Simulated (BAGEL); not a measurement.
**triplet AlCNF2: levels of theory compared**

Wanted: a comparison of 5 runs (UHF/STO-3G, ROHF/6-31G*, UHF/6-31G*, ROHF/aug-cc-pVDZ, UHF/aug-cc-pVDZ) of triplet AlCNF2. 

The results are computed with BAGEL 1.2.2.

## (1) Starting point

AlCNF2 has 5 atoms, charge 0, and is taken as a triplet. SMILES of the parent species: `N#[C][Al]([F])[F]`. Geometry: relaxed at PBE0-D4/def2-TZVP. That shape belongs to the parent species and isn't relaxed for this state.

Bond lengths: N1–C2 1.152 Å, C2–Al3 1.905 Å, Al3–F4 1.627 Å, Al3–F5 1.627 Å. Angles: N1–C2–Al3 180.0°, C2–Al3–F4 119.3°, C2–Al3–F5 119.3°, F4–Al3–F5 121.5°.

## (2) The energy at UHF/STO-3G (density fitting with qzvpp-jkfit) (run 1)

input.json reads:

```json
{ "bagel" : [

{
  "title" : "molecule",
  "basis" : "sto-3g",
  "df_basis" : "qzvpp-jkfit",
  "angstrom" : true,
  "geometry" : [
    { "atom" : "N", "xyz" : [    1.528500,   -1.248600,    1.351800 ] },
    { "atom" : "C", "xyz" : [    0.794100,   -0.651900,    0.694100 ] },
    { "atom" : "Al", "xyz" : [   -0.419700,    0.334400,   -0.393100 ] },
    { "atom" : "F", "xyz" : [   -1.703400,   -0.425200,   -1.042500 ] },
    { "atom" : "F", "xyz" : [   -0.149600,    1.917700,   -0.651800 ] }
  ]
},
{ "title" : "uhf", "nopen" : 2 },
{ "title" : "print", "file" : "orbitals.molden", "orbitals" : true }

]}
```

Launch:

```bash
$ BAGEL_NUM_THREADS=1 BAGEL input.json > input.out
```

Standard output:

```text
* using 1 threads per process

  ===============================================================
  ===============================================================

  *** Geometry ***

  { "atom" : "N", "xyz" : [      2.888446,     -2.359512,      2.554532 ] },
  { "atom" : "C", "xyz" : [      1.500632,     -1.231912,      1.311659 ] },
  { "atom" : "Al", "xyz" : [     -0.793118,      0.631924,     -0.742851 ] },
  { "atom" : "F", "xyz" : [     -3.218959,     -0.803512,     -1.970039 ] },
  { "atom" : "F", "xyz" : [     -0.282703,      3.623928,     -1.231723 ] },

  Number of auxiliary basis functions:      434

  Since a DF basis is specified, we compute 2- and 3-index integrals:
    o Being stored without compression. Storage requirement is 0.003 GB

  Number of basis functions:       29
  Number of electrons      :       44

    * METHOD: MOLECULE                             0.10

  *** Open-shell HF ***

  === Nuclear Repulsion ===
   182.9006604244

      * DIIS with orbital gradients will be used.

  === UHF iteration (sto-3g) ===
      0       -525.87826669          0.04573814           0.03
      1       -525.99591383          0.03388281           0.03
      2       -526.03402293          0.02278465           0.03
      3       -526.07062730          0.00557542           0.03
      4       -526.08001620          0.00251798           0.03
      5       -526.08267821          0.00084828           0.03
      6       -526.08318617          0.00055966           0.03
      7       -526.08350258          0.00017202           0.03
      8       -526.08363156          0.00012083           0.03
      9       -526.08384480          0.00005965           0.03
[... 22 lines of this table left out ...]
     32       -526.08392986          0.00000004           0.03
     33       -526.08392986          0.00000004           0.03
     34       -526.08392986          0.00000002           0.03
     35       -526.08392986          0.00000001           0.03
    * SCF iteration converged.

    * S^2 (UHF) is 2.0673

    * Permanent dipole moment:
           (   -0.049865,     0.040576,    -0.044766) a.u.

    * METHOD: UHF                                  0.98

    * METHOD: PRINT                                0.00

  ===============================================================
```

It took 1.2 s on 1 thread of Arm Neoverse V2, shared host; peak memory 0.082 GiB.

## (3) A single-point energy at ROHF/6-31G(d) (density fitting with qzvpp-jkfit, spherical functions) (run 2)

input.json reads:

```json
{ "bagel": [

{
  "title": "molecule",
  "basis": "6-31gs.json",
  "df_basis": "qzvpp-jkfit",
  "angstrom": true,
  "geometry": [
    { "atom": "N", "xyz": [    1.528500,   -1.248600,    1.351800 ] },
    { "atom": "C", "xyz": [    0.794100,   -0.651900,    0.694100 ] },
    { "atom": "Al", "xyz": [   -0.419700,    0.334400,   -0.393100 ] },
    { "atom": "F", "xyz": [   -1.703400,   -0.425200,   -1.042500 ] },
    { "atom": "F", "xyz": [   -0.149600,    1.917700,   -0.651800 ] }
  ]
},
{
  "title": "rohf",
  "nopen": 2
},
{
  "title": "print",
  "file": "orbitals.molden",
  "orbitals": true
}

]}
```

The basis set 6-31G* is read from a file made from the Basis Set Exchange's data (not shown).

Launch:

```bash
$ BAGEL_NUM_THREADS=1 BAGEL input.json > input.out
```

Standard output:

```text
* using 1 threads per process

  ===============================================================
  ===============================================================

  *** Geometry ***

  { "atom" : "N", "xyz" : [      2.888446,     -2.359512,      2.554532 ] },
  { "atom" : "C", "xyz" : [      1.500632,     -1.231912,      1.311659 ] },
  { "atom" : "Al", "xyz" : [     -0.793118,      0.631924,     -0.742851 ] },
  { "atom" : "F", "xyz" : [     -3.218959,     -0.803512,     -1.970039 ] },
  { "atom" : "F", "xyz" : [     -0.282703,      3.623928,     -1.231723 ] },

  Number of auxiliary basis functions:      434

  Since a DF basis is specified, we compute 2- and 3-index integrals:
    o Being stored without compression. Storage requirement is 0.019 GB

  Number of basis functions:       74
  Number of electrons      :       44

    * METHOD: MOLECULE                             0.15

  *** Open-shell HF ***

  === Nuclear Repulsion ===
   182.9006604244

      * DIIS with orbital gradients will be used.

  === ROHF iteration (6-31gs.json) ===
      0       -532.71221492          0.05077099           0.08
      1       -532.86181406          0.04021319           0.08
      2       -532.93174308          0.02990749           0.08
      3       -533.02183967          0.00515461           0.08
      4       -533.02743736          0.00284769           0.08
      5       -533.03248488          0.00115680           0.08
      6       -533.03354027          0.00037813           0.08
      7       -533.03376115          0.00019543           0.08
      8       -533.03378548          0.00009372           0.08
      9       -533.03381294          0.00006339           0.08
[... 28 lines of this table left out ...]
     38       -533.03382577          0.00000005           0.08
     39       -533.03382577          0.00000003           0.08
     40       -533.03382577          0.00000002           0.08
     41       -533.03382577          0.00000000           0.08
    * SCF iteration converged.

    * S^2 (ROHF) is 2.0000

    * Permanent dipole moment:
           (   -0.503856,     0.409473,    -0.451460) a.u.

    * METHOD: ROHF                                 3.34

    * METHOD: PRINT                                0.01

  ===============================================================
```

It took 3.9 s on 1 thread of Arm Neoverse V2, shared host; peak memory 0.097 GiB.

Runs 3 to 4 aren't shown in full; the table further down has their settings and results.

## (4) The energy at UHF/aug-cc-pVDZ (density fitting with qzvpp-jkfit) (run 5)

job.json reads:

```json
{ "bagel" : [

{
  "title" : "molecule",
  "basis" : "aug-cc-pvdz.json",
  "df_basis" : "qzvpp-jkfit",
  "angstrom" : true,
  "geometry" : [
    { "atom" : "N", "xyz" : [       1.528500,      -1.248600,       1.351800 ] },
    { "atom" : "C", "xyz" : [       0.794100,      -0.651900,       0.694100 ] },
    { "atom" : "Al", "xyz" : [      -0.419700,       0.334400,      -0.393100 ] },
    { "atom" : "F", "xyz" : [      -1.703400,      -0.425200,      -1.042500 ] },
    { "atom" : "F", "xyz" : [      -0.149600,       1.917700,      -0.651800 ] }
  ]
},

{ "title" : "uhf", "nopen" : 2 },

{ "title" : "print", "file" : "orbitals.molden", "orbitals" : true }

]}
```

The basis set aug-cc-pVDZ is read from a file made from the Basis Set Exchange's data (not shown).

Launch:

```bash
$ BAGEL_NUM_THREADS=1 BAGEL job.json > job.out
```

Standard output:

```text
* using 1 threads per process

  ===============================================================
  ===============================================================

  *** Geometry ***

  { "atom" : "N", "xyz" : [      2.888446,     -2.359512,      2.554532 ] },
  { "atom" : "C", "xyz" : [      1.500632,     -1.231912,      1.311659 ] },
  { "atom" : "Al", "xyz" : [     -0.793118,      0.631924,     -0.742851 ] },
  { "atom" : "F", "xyz" : [     -3.218959,     -0.803512,     -1.970039 ] },
  { "atom" : "F", "xyz" : [     -0.282703,      3.623928,     -1.231723 ] },

  Number of auxiliary basis functions:      434

  Since a DF basis is specified, we compute 2- and 3-index integrals:
    o Being stored without compression. Storage requirement is 0.049 GB

  Number of basis functions:      119
  Number of electrons      :       44

    * METHOD: MOLECULE                             0.19

  *** Open-shell HF ***

  === Nuclear Repulsion ===
   182.9006604244

      * DIIS with orbital gradients will be used.

  === UHF iteration (aug-cc-pvdz.json) ===
      0       -532.63255430          0.03593876           0.14
      1       -532.86983015          0.03106173           0.14
      2       -532.97883403          0.02044727           0.14
      3       -533.08922384          0.00382914           0.14
      4       -533.09504828          0.00207568           0.14
      5       -533.10104309          0.00103413           0.14
      6       -533.10321967          0.00045072           0.14
      7       -533.10383863          0.00026717           0.14
      8       -533.10426948          0.00016046           0.14
      9       -533.10463319          0.00008907           0.14
[... 43 lines of this table left out ...]
     53       -533.10492970          0.00000002           0.14
     54       -533.10492970          0.00000001           0.14
     55       -533.10492970          0.00000001           0.14
     56       -533.10492970          0.00000001           0.14
    * SCF iteration converged.

    * S^2 (UHF) is 2.1289

    * Permanent dipole moment:
           (   -0.665489,     0.540842,    -0.596174) a.u.

    * METHOD: UHF                                  8.08

    * METHOD: PRINT                                0.02

  ===============================================================
```

It took 8.7 s on 1 thread of Arm Neoverse V2, shared host; peak memory 0.15 GiB.

## (5) Overview of the runs

| run | level | energy (Eh) | dipole moment (D) | ⟨S²⟩ | wall time |
| --- | --- | --- | --- | --- | --- |
| 1 | UHF/STO-3G (density fitting with qzvpp-jkfit) | -526.083930 | 0.20 | 2.067 | 1.2 s |
| 2 | ROHF/6-31G* (density fitting with qzvpp-jkfit, spherical functions) | -533.033826 | 2.01 | 2.000 | 3.9 s |
| 3 | UHF/6-31G* (density fitting with qzvpp-jkfit, spherical functions) | -533.046835 | 2.44 | 2.115 | 5.7 s |
| 4 | ROHF/aug-cc-pVDZ (density fitting with qzvpp-jkfit) | -533.090247 | 2.20 | 2.000 | 8.7 s |
| 5 | UHF/aug-cc-pVDZ (density fitting with qzvpp-jkfit) | -533.104930 | 2.65 | 2.129 | 8.7 s |

## (6) Summary of results

```
            quantity          value
 run 5: total energy  -533.10493 Eh
run 5: dipole moment         2.65 D
         run 5: ⟨S²⟩          2.129
```

What this shows: The dipole moment (its size) runs from 0.20 D (UHF/STO-3G) to 2.65 D (UHF/aug-cc-pVDZ). In run 1 the basis is minimal, so the values are rough. Spin contamination of the reference: run 5 ⟨S²⟩ = 2.13, run 3 ⟨S²⟩ = 2.12. All runs together took 28 s, the longest 8.7 s.
